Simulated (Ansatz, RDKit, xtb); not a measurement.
**Si2N3H9: which of the isomers drawn lies lowest?, part 1 of 2**

A sample of isomers of Si2N3H9 is drawn. Aim: find which of them has the lowest free energy at 298.15 K, then its properties. The sample is small against all isomers, and the most stable one of this formula need not be in it.

Plan: many cheap relaxations first (GFN2-xTB), then density-functional screening, relaxation at PBE-D3(BJ)/def2-SVP, vibrations (at GFN2-xTB) and a final energy. The numbers are computed, not measured.

### 1 Possible bonding patterns

Isomers were taken from a list of plausible structures; this is a sample, not all of them. That gives 3 candidates.

| label | SMILES | spin |
| --- | --- | --- |
| c081 | N[SiH2]N[SiH2]N | singlet |
| c177 | N[SiH2]N(N)[SiH3] | singlet |
| c798 | N[SiH](N)N[SiH3] | singlet |

Candidates are built by distance geometry, with a force field where one applies, in up to four conformers (letters a to d).

### 2 Search with GFN2-xTB

All 12 starts are relaxed the same way. One of them, c177b (taken from a list of positional isomers, embedded by distance geometry and MMFF94), in full:

start.xyz

```xyz
14
c177b
N      0.208029    -0.162362     0.446635
N     -2.213725     0.515278    -0.231213
N     -1.813498     1.973668    -0.136406
Si    -1.398283    -0.515552     0.818422
Si    -3.917914     0.318401     0.077085
H      0.807433    -0.873153     0.855413
H      0.280110    -0.193544    -0.578807
H     -1.565016    -1.955018     0.381293
H     -1.576233    -0.283913     2.264679
H     -1.988035     2.463106    -0.981834
H     -0.773971     2.003005    -0.084746
H     -4.261886     0.677726     1.469197
H     -4.652047     1.216142    -0.892085
H     -4.280978    -1.066161    -0.198288
```

Started as:

```sh
xtb start.xyz --gfn 2 --opt
```

Log (excerpt; [...] marks lines left out):

```text
* xtb version 6.7.1
[...]
          :  # basis functions                  41          :
[...]
          :  # electrons                        32          :
[...]
          :  Hamiltonian                  GFN2-xTB          :
[...]
          :  net charge                          0          :
          :  unpaired electrons                  0          :
[...]
   *** convergence criteria satisfied after 13 iterations ***
[...]
   *** GEOMETRY OPTIMIZATION CONVERGED AFTER 38 ITERATIONS ***
[...]
   *** convergence criteria satisfied after 3 iterations ***
[...]
         ::                     SUMMARY                     ::
         :::::::::::::::::::::::::::::::::::::::::::::::::::::
         :: total energy             -16.835868176519 Eh    ::
         :: gradient norm              0.000589501941 Eh/a0 ::
         :: HOMO-LUMO gap              4.768136437673 eV    ::
         ::.................................................::
         :: SCC energy               -17.005575613111 Eh    ::
         :: -> isotropic ES            0.054370454936 Eh    ::
         :: -> anisotropic ES          0.003866671016 Eh    ::
         :: -> anisotropic XC          0.012481135652 Eh    ::
         :: -> dispersion             -0.010091175893 Eh    ::
         :: repulsion energy           0.169707436592 Eh    ::
         :: add. restraining           0.000000000000 Eh    ::
         :: total charge              -0.000000000000 e     ::
         :::::::::::::::::::::::::::::::::::::::::::::::::::::
[...]
        16        2.0000           -0.3512511              -9.5580 (HOMO)
        17                         -0.1760253              -4.7899 (LUMO)
[...]
     #   Z          covCN         q      C6AA      α(0)
     1   7 N        2.541    -0.415    30.824     8.245
     2   7 N        2.615    -0.342    28.807     7.971
     3   7 N        2.835    -0.276    27.116     7.734
     4  14 Si       3.568     0.506    98.498    19.094
     5  14 Si       3.737     0.482    97.458    18.897
     6   1 H        0.861     0.144     1.444     1.882
     7   1 H        0.861     0.154     1.375     1.837
     8   1 H        0.919    -0.111     5.967     3.820
     9   1 H        0.917    -0.107     5.800     3.767
    10   1 H        0.860     0.144     1.440     1.880
    11   1 H        0.860     0.132     1.533     1.940
    12   1 H        0.917    -0.104     5.712     3.738
    13   1 H        0.919    -0.092     5.299     3.600
    14   1 H        0.919    -0.114     6.095     3.861
[...]
     #   Z sym  total        # sym  WBO       # sym  WBO       # sym  WBO
 ---------------------------------------------------------------------------
     1   7 N    3.180 --     4 Si   1.127     6 H    0.973     7 H    0.965
     2   7 N    3.266 --     3 N    1.037     4 Si   1.023     5 Si   1.016
     3   7 N    3.032 --     2 N    1.037    11 H    0.972    10 H    0.967
     4  14 Si   3.924 --     1 N    1.127     2 N    1.023     9 H    0.874
                             8 H    0.872
     5  14 Si   3.740 --     2 N    1.016    13 H    0.892    14 H    0.891
                            12 H    0.888
     6   1 H    0.979 --     1 N    0.973
     7   1 H    0.976 --     1 N    0.965
     8   1 H    0.988 --     4 Si   0.872
     9   1 H    0.989 --     4 Si   0.874
    10   1 H    0.979 --     3 N    0.967
    11   1 H    0.983 --     3 N    0.972
[...]
molecular dipole:
                 x           y           z       tot (Debye)
 q only:        0.310      -0.240      -0.054
   full:        0.823      -0.384       0.014       2.308
molecular quadrupole (traceless):
[...]
          | TOTAL ENERGY              -16.835868176519 Eh   |
          | GRADIENT NORM               0.000589501941 Eh/α |
          | HOMO-LUMO GAP               4.768136437673 eV   |
           -------------------------------------------------
[...]
```

It took 0.72 s on 2 threads of Intel Xeon at 2.50GHz (Skylake/Cascade Lake), shared host.

### 3 The minima found

12 of the 12 relaxations converged; 1 ended on a minimum already found. 11 distinct structures remain:

| label | start | SMILES after | spin | energy (kcal/mol) |
| --- | --- | --- | --- | --- |
| c081a | drawn | N[SiH2]N[SiH2]N | singlet | 0.0 |
| c081b | drawn | N[SiH2]N[SiH2]N | singlet | 1.5 |
| c798c | drawn | N[SiH](N)N[SiH3] | singlet | 1.6 |
| c798d | drawn | N[SiH](N)N[SiH3] | singlet | 2.2 |
| c798a | drawn | N[SiH](N)N[SiH3] | singlet | 2.5 |
| c081c | drawn | N[SiH2]N[SiH2]N | singlet | 3.1 |
| c798b | drawn | N[SiH](N)N[SiH3] | singlet | 3.3 |
| c177b | drawn | N[SiH2]N(N)[SiH3] | singlet | 35.6 |
| c177c | drawn | N[SiH2]N(N)[SiH3] | singlet | 36.4 |
| c177a | drawn | N[SiH2]N(N)[SiH3] | singlet | 36.9 |
| c177d | drawn | N[SiH2]N(N)[SiH3] | singlet | 37.5 |

### 4 Second filter: single points

A choice of the minima (the low ones first, few conformers of a pattern, up to a cap) and the lowest that fell apart get a single point at r2SCAN-D4/def2-SVP on the tight-binding geometry, and one at HF/STO-3G for comparison. The lowest singlets are also tried as triplets at the same geometry (label ending in t). Within 40 kcal/mol but not screened, among others: c798a, c081c, c798b, c177a, c177d. The first, c081a:

input.yaml

```yaml
basis:
  gaussian: {orbitals: def2-SVP}
crystal:
  periodic: [false, false, false]
  atoms:
    - symbol: "N"
      position_ang: [1.149708, 2.121225, -0.763381]
    - symbol: "N"
      position_ang: [-0.810174, 0.609648, 0.371532]
    - symbol: N
      position_ang: [-1.900672, -1.243292, 2.040287]
    - symbol: Si
      position_ang: [-0.534499, 1.761477, -0.883426]
    - symbol: Si
      position_ang: [-2.297914, -0.186132, 0.734043]
    - symbol: H
      position_ang: [1.514533, 2.835636, -1.371360]
    - symbol: H
      position_ang: [1.794872, 1.347631, -0.733220]
    - symbol: H
      position_ang: [-1.207349, 3.050274, -0.693633]
    - symbol: H
      position_ang: [-0.991068, 1.125264, -2.124938]
    - symbol: H
      position_ang: [-0.190479, 0.702857, 1.160481]
    - symbol: H
      position_ang: [-2.739409, -0.813374, -0.517501]
    - symbol: H
      position_ang: [-3.348846, 0.687747, 1.265083]
    - symbol: H
      position_ang: [-1.101627, -1.847463, 1.928737]
    - symbol: H
      position_ang: [-2.654345, -1.763203, 2.459090]
hamiltonian: {xc: {name: r2SCAN}, dispersion: d4}
output: {orbitals: {seedname: orbitals}}
scf: {lower_state_search: "off"}
```

Started as:

```sh
ansatz run input.yaml --threads 2 --pin off --max-ram 5220MiB --events-out events.jsonl --progress --plain --runs-dir runs
```

Log (excerpt; [...] marks lines left out):

```text
Warning: RAYON_NUM_THREADS=2 ignored (pool sized by the plan → 2); use --threads N
Functional definition: r2SCAN
  name "r2SCAN"
[...]
1430 factors; their error is unknown
[...]
mean field -20362.01091382 eV, -748.2900992161 hartree, gradient 3.3e-6 eV, S^2 0.000000; 0 other end points of the search recorded, 0 dependent functions left out
reference -20362.01092592 eV, -748.2900996609 hartree; 29, 29 occupied and 94, 94 virtual orbitals, 1430 factors
Total energy: -20362.08963417 eV, -748.2929921358 hartree
Checks for a lower state left out: stability, starts, cluster_reference, orbital_swaps, neighbouring_geometries, increment
```

Run time: 4.8 s. Hardware: 2 threads of Intel Xeon at 2.50GHz (Skylake/Cascade Lake), shared host; peak memory 0.16 GiB.

Relative energies in kcal/mol, each column from its lowest structure that stays in one piece:

| label | SMILES | spin | GFN2-xTB | HF/STO-3G | r2SCAN-D4/def2-SVP |
| --- | --- | --- | --- | --- | --- |
| c798d | N[SiH](N)N[SiH3] | singlet | 2.2 | 0.0 | 0.0 |
| c798c | N[SiH](N)N[SiH3] | singlet | 1.6 | 0.8 | 2.2 |
| c081b | N[SiH2]N[SiH2]N | singlet | 1.5 | 4.0 | 5.4 |
| c081a | N[SiH2]N[SiH2]N | singlet | 0.0 | 5.1 | 5.7 |
| c177b | N[SiH2]N(N)[SiH3] | singlet | 35.6 | 38.2 | 55.0 |
| c177c | N[SiH2]N(N)[SiH3] | singlet | 36.4 | 39.9 | 58.3 |
| c798dt | N[SiH](N)N[SiH3] | triplet | – | – | 138.9 |
| c081bt | N[SiH2]N[SiH2]N | triplet | – | – | 146.9 |

Measured from c798d, GFN2-xTB misplaces c177c by 24 kcal/mol against r2SCAN-D4/def2-SVP, so minima dropped on its energies alone could hide the lowest isomer.

### 5 Third filter: density-functional geometries

3 candidates are relaxed at PBE-D3(BJ)/def2-SVP (chosen among the lowest in one piece, one conformer a pattern). The first, c798d:

input.yaml

```yaml
crystal:
  periodic: [false, false, false]
  atoms:
    - {symbol: N, position_ang: [0.692068, 1.411810, -1.149700]}
    - {symbol: "N", position_ang: [-0.473924, -0.501638, -2.658908]}
    - {symbol: "N", position_ang: [0.608239, -1.057390, 0.069411]}
    - {symbol: Si, position_ang: [0.764787, -0.276502, -1.479209]}
    - {symbol: Si, position_ang: [-0.375944, -0.629487, 1.419907]}
    - {symbol: H, position_ang: [1.291602, 1.761955, -0.421036]}
    - {symbol: H, position_ang: [0.715436, 2.032090, -1.942222]}
    - {symbol: H, position_ang: [1.978525, -0.845026, -2.075553]}
    - {symbol: H, position_ang: [-0.681595, -1.439069, -2.959020]}
    - {symbol: H, position_ang: [-1.329497, 0.016480, -2.543244]}
    - {symbol: H, position_ang: [1.002406, -1.981973, 0.100486]}
    - {symbol: H, position_ang: [-0.064125, -1.621208, 2.454450]}
    - {symbol: H, position_ang: [-1.810507, -0.679557, 1.100791]}
    - {symbol: H, position_ang: [-0.026785, 0.720884, 1.865039]}
basis:
  gaussian:
    orbitals: def2-SVP
scf:
  lower_state_search: "off"
hamiltonian:
  xc: {name: PBE}
  dispersion: d3bj
relax:
  f_tol: 0.006
```

Started as:

```sh
ansatz run input.yaml --threads 2 --pin off --max-ram 5220MiB --events-out events.jsonl --progress --plain --runs-dir runs
```

Log (excerpt; [...] marks lines left out):

```text
Warning: RAYON_NUM_THREADS=2 ignored (pool sized by the plan → 2); use --threads N
[...]
Functional definition: PBE
  name "PBE"
[...]
1430 factors; their error is unknown
[...]
mean field -20352.03588171 eV, -747.9235235475 hartree, gradient 2.1e-6 eV, S^2 0.000000; 0 other end points of the search recorded, 0 dependent functions left out
[...]
reference -20352.03592624 eV, -747.9235251840 hartree; 29, 29 occupied and 94, 94 virtual orbitals, 1430 factors
relax step   1: F+E_penalty+E_count = -20352.36964469 eV  Δ(F+E_penalty+E_count) = +0.000e0 eV  max|allowed force component| = 7.591e-1 eV/Å  Δτ_max = 0.0000 Å  (19 SCF iters, accepted)
[...]
relax step   4: F+E_penalty+E_count = -20352.55859375 eV  Δ(F+E_penalty+E_count) = -1.772e-2 eV  max|allowed force component| = 1.181e-1 eV/Å  Δτ_max = 0.2000 Å  (18 SCF iters, accepted)
[...]
Atom 5 at     1.203784     1.736093    -0.326543 Å, force     0.000152     0.000087    -0.000328 eV/Å
Atom 6 at     0.404626     2.044719    -1.782574 Å, force     0.000306     0.000205     0.000251 eV/Å
Atom 7 at     1.994071    -0.858991    -2.164808 Å, force    -0.000125     0.000054    -0.000426 eV/Å
Atom 8 at    -0.415614    -1.346086    -3.347252 Å, force     0.001050     0.000009     0.000088 eV/Å
Atom 9 at    -1.461699    -0.357576    -2.478440 Å, force    -0.000936     0.000078    -0.000553 eV/Å
Atom 10 at     1.075746    -2.035631     0.154423 Å, force    -0.000151     0.000568     0.000148 eV/Å
Atom 11 at    -0.363052    -1.642749     2.425102 Å, force     0.000082     0.000373     0.000107 eV/Å
Atom 12 at    -1.693787    -0.130936     1.037109 Å, force     0.000059     0.000136     0.000533 eV/Å
Atom 13 at     0.342202     0.661966     2.098502 Å, force     0.000243    -0.000302     0.000251 eV/Å
Dipole moment:     0.003627    -0.056712    -0.201616 e Å
Checks for a lower state left out: stability, starts, cluster_reference, orbital_swaps, neighbouring_geometries, increment
```

It took 57 s on 2 threads of Intel Xeon at 2.50GHz (Skylake/Cascade Lake), shared host; peak memory 0.16 GiB.

Energy change by step (eV): 0.0000, -0.1471, -0.1712, -0.1889, -0.1820, -0.1977, -0.2027, -0.2037, -0.2047, -0.2051, -0.2051, -0.2051.

After the run. Bond lengths: N1–Si4 1.738 Å, N2–Si4 1.739 Å, N3–Si4 1.754 Å, N3–Si5 1.754 Å, N1–H6 1.022 Å, N1–H7 1.022 Å, Si4–H8 1.508 Å, N2–H9 1.022 Å, N2–H10 1.024 Å, N3–H11 1.023 Å, Si5–H12 1.507 Å, Si5–H13 1.506 Å, Si5–H14 1.509 Å. Some angles: N1–Si4–N2 104.1°, N1–Si4–N3 101.7°, N2–Si4–N3 121.0°, Si4–N3–Si5 125.0°, N1–Si4–H8 121.4°, N2–Si4–H8 103.8°, N3–Si4–H8 106.1°, Si4–N1–H6 120.2°, Si4–N1–H7 119.1°, Si4–N2–H9 118.4°.

### 6 After refinement

| label | spin | r2SCAN-D4/def2-SVP (kcal/mol) | PBE-D3(BJ)/def2-SVP, relaxed (kcal/mol) | time |
| --- | --- | --- | --- | --- |
| c798d | singlet | 0.0 | 0.0 | 57 s |
| c081b | singlet | 5.4 | 3.3 | 92 s |
| c177b | singlet | 55.0 | 50.2 | 42 s |

c798d: Bond lengths: N1–Si4 1.738 Å, N2–Si4 1.739 Å, N3–Si4 1.754 Å, N3–Si5 1.754 Å, N1–H6 1.022 Å, N1–H7 1.022 Å, Si4–H8 1.508 Å, N2–H9 1.022 Å, N2–H10 1.024 Å, N3–H11 1.023 Å, Si5–H12 1.507 Å, Si5–H13 1.506 Å, Si5–H14 1.509 Å. Some angles: N1–Si4–N2 104.1°, N1–Si4–N3 101.7°, N2–Si4–N3 121.0°, Si4–N3–Si5 125.0°, N1–Si4–H8 121.4°, N2–Si4–H8 103.8°, N3–Si4–H8 106.1°, Si4–N1–H6 120.2°, Si4–N1–H7 119.1°, Si4–N2–H9 118.4°.

c081b: Bond lengths: N1–Si4 1.744 Å, N2–Si4 1.749 Å, N2–Si5 1.760 Å, N3–Si5 1.744 Å, N1–H6 1.023 Å, N1–H7 1.023 Å, Si4–H8 1.508 Å, Si4–H9 1.510 Å, N2–H10 1.027 Å, Si5–H11 1.499 Å, Si5–H12 1.504 Å, N3–H13 1.023 Å, N3–H14 1.024 Å. Some angles: N1–Si4–N2 109.6°, Si4–N2–Si5 130.3°, N2–Si5–N3 118.6°, N1–Si4–H8 103.1°, N1–Si4–H9 117.4°, N2–Si4–H8 114.5°, N2–Si4–H9 104.1°, Si4–N1–H6 118.3°, Si4–N1–H7 120.0°, Si4–N2–H10 114.0°.

c177b: Bond lengths: N2–N3 1.445 Å, N1–Si4 1.746 Å, N2–Si4 1.755 Å, N2–Si5 1.758 Å, N1–H6 1.023 Å, N1–H7 1.023 Å, Si4–H8 1.506 Å, Si4–H9 1.508 Å, N3–H10 1.033 Å, N3–H11 1.033 Å, Si5–H12 1.506 Å, Si5–H13 1.506 Å, Si5–H14 1.506 Å. Some angles: N3–N2–Si4 117.4°, N3–N2–Si5 110.4°, Si4–N2–Si5 131.9°, N1–Si4–N2 107.3°, N2–N3–H10 107.3°, N2–N3–H11 108.4°, N1–Si4–H8 117.3°, N1–Si4–H9 103.2°, N2–Si4–H8 105.9°, N2–Si4–H9 112.7°.

### 7 Harmonic analysis of the finalists

The lowest few in one piece go on as finalists. In this search the thermal terms come from GFN2-xTB at its own nearest minimum. The first, c798d:

start.xyz

```xyz
14
c798d
N      0.605673     1.350200    -1.060373
N     -0.484385    -0.539197    -2.723194
N      0.628574    -1.121705     0.045567
Si     0.744826    -0.322612    -1.511598
Si    -0.290277    -0.526126     1.415271
H      1.203784     1.736093    -0.326543
H      0.404626     2.044719    -1.782574
H      1.994071    -0.858991    -2.164808
H     -0.415614    -1.346086    -3.347252
H     -1.461699    -0.357576    -2.478440
H      1.075746    -2.035631     0.154423
H     -0.363052    -1.642749     2.425102
H     -1.693787    -0.130936     1.037109
H      0.342202     0.661966     2.098502
```

Started as:

```sh
xtb start.xyz --gfn 2 --ohess tight
```

Log (excerpt; [...] marks lines left out):

```text
* xtb version 6.7.1
[...]
          :  # basis functions                  41          :
[...]
          :  # electrons                        32          :
[...]
          :  Hamiltonian                  GFN2-xTB          :
[...]
          :  net charge                          0          :
          :  unpaired electrons                  0          :
[...]
   *** convergence criteria satisfied after 13 iterations ***
[...]
   *** GEOMETRY OPTIMIZATION CONVERGED AFTER 20 ITERATIONS ***
[...]
   *** convergence criteria satisfied after 3 iterations ***
[...]
         ::                     SUMMARY                     ::
         :::::::::::::::::::::::::::::::::::::::::::::::::::::
         :: total energy             -16.888936422023 Eh    ::
         :: gradient norm              0.000321688817 Eh/a0 ::
         :: HOMO-LUMO gap              5.350000983978 eV    ::
         ::.................................................::
         :: SCC energy               -17.083810297763 Eh    ::
         :: -> isotropic ES            0.063083750671 Eh    ::
         :: -> anisotropic ES          0.008963379619 Eh    ::
         :: -> anisotropic XC          0.005646778419 Eh    ::
         :: -> dispersion             -0.009769009471 Eh    ::
         :: repulsion energy           0.194873875740 Eh    ::
         :: add. restraining           0.000000000000 Eh    ::
         :: total charge               0.000000000000 e     ::
         :::::::::::::::::::::::::::::::::::::::::::::::::::::
[...]
        16        2.0000           -0.3609338              -9.8215 (HOMO)
        17                         -0.1643250              -4.4715 (LUMO)
[...]
molecular dipole:
                 x           y           z       tot (Debye)
 q only:        0.033       0.054      -0.213
   full:        0.054      -0.028      -0.225       0.593
molecular quadrupole (traceless):
[...]
          | TOTAL ENERGY              -16.888936422029 Eh   |
          | TOTAL ENTHALPY            -16.779279801228 Eh   |
          | TOTAL FREE ENERGY         -16.824605453523 Eh   |
          | GRADIENT NORM               0.000321671806 Eh/α |
[...]
```

It took 1.1 s on 2 threads of Intel Xeon at 2.50GHz (Skylake/Cascade Lake), shared host; peak memory 0.11 GiB.

### 8 Zero-point energy and free-energy terms

As xtb prints them, at 298.15 K, with its own treatment of low modes:

| label | SMILES | spin | lowest mode (cm⁻¹) | zero-point (kcal/mol) | G − E (kcal/mol) |
| --- | --- | --- | --- | --- | --- |
| c798d | N[SiH](N)N[SiH3] | singlet | 13 | 61.9 | 40.4 |
| c081b | N[SiH2]N[SiH2]N | singlet | 33 | 62.2 | 40.9 |
| c177b | N[SiH2]N(N)[SiH3] | singlet | 37 | 61.0 | 40.0 |

### 9 The final energy

Each finalist gets a single point at CCSD(T)/def2-SVP + MP2/def2-TZVPP - MP2/def2-SVP.

c798d, CCSD(T)/def2-SVP:

input.yaml

```yaml
crystal:
  periodic: [false, false, false]
  atoms:
    - {symbol: "N", position_ang: [0.605673, 1.350200, -1.060373]}
    - {symbol: N, position_ang: [-0.484385, -0.539197, -2.723194]}
    - {symbol: "N", position_ang: [0.628574, -1.121705, 0.045567]}
    - {symbol: Si, position_ang: [0.744826, -0.322612, -1.511598]}
    - {symbol: Si, position_ang: [-0.290277, -0.526126, 1.415271]}
    - {symbol: H, position_ang: [1.203784, 1.736093, -0.326543]}
    - {symbol: H, position_ang: [0.404626, 2.044719, -1.782574]}
    - {symbol: H, position_ang: [1.994071, -0.858991, -2.164808]}
    - {symbol: H, position_ang: [-0.415614, -1.346086, -3.347252]}
    - {symbol: H, position_ang: [-1.461699, -0.357576, -2.478440]}
    - {symbol: H, position_ang: [1.075746, -2.035631, 0.154423]}
    - {symbol: H, position_ang: [-0.363052, -1.642749, 2.425102]}
    - {symbol: H, position_ang: [-1.693787, -0.130936, 1.037109]}
    - {symbol: H, position_ang: [0.342202, 0.661966, 2.098502]}
basis:
  gaussian:
    orbitals: def2-SVP
correlation:
  method: ccsd_t
  frozen_orbitals: {"N": 1, Si: 5, H: 0}
```

Started as:

```sh
ansatz run input.yaml --threads 2 --pin off --max-ram 5220MiB --events-out events.jsonl --progress --plain --runs-dir runs
```

Log (excerpt; [...] marks lines left out):

```text
Warning: RAYON_NUM_THREADS=2 ignored (pool sized by the plan → 2); use --threads N
Functional definition: HF
  name "HF"
[...]
1227 factors; integrals over basis functions are off by at most 1.2e-3 eV
[...]
mean field -20306.71798251 eV, -746.2581214694 hartree, gradient 2.1e-6 eV, S^2 0.000000; 0 other end points of the search recorded, 0 dependent functions left out
13 core orbitals not correlated: weight in the atoms' cores, before any rotation towards them, 1.000 or more for the frozen orbitals, at most 0.000 for the correlated occupied ones
reference -20306.71798251 eV, -746.2581214694 hartree; 16, 16 occupied and 94, 94 virtual orbitals, 1227 factors
second order -19.39058174 eV of doubles, -0.00000000 eV of singles
cycle   1  -20.38879259 eV  change    -1.0e0 eV  update   9.7e-2
[...]
cycle   8  -21.04211878 eV  change    1.9e-5 eV  update   4.0e-5
perturbative correction -0.54215029 eV, -0.0199236555 hartree
Total energy: -20328.30225157 eV, -747.0513287271 hartree
```

Wall time 26 s (2 threads of Intel Xeon at 2.50GHz (Skylake/Cascade Lake), shared host); peak memory 0.69 GiB.

(Continued in part 2 of 2.)
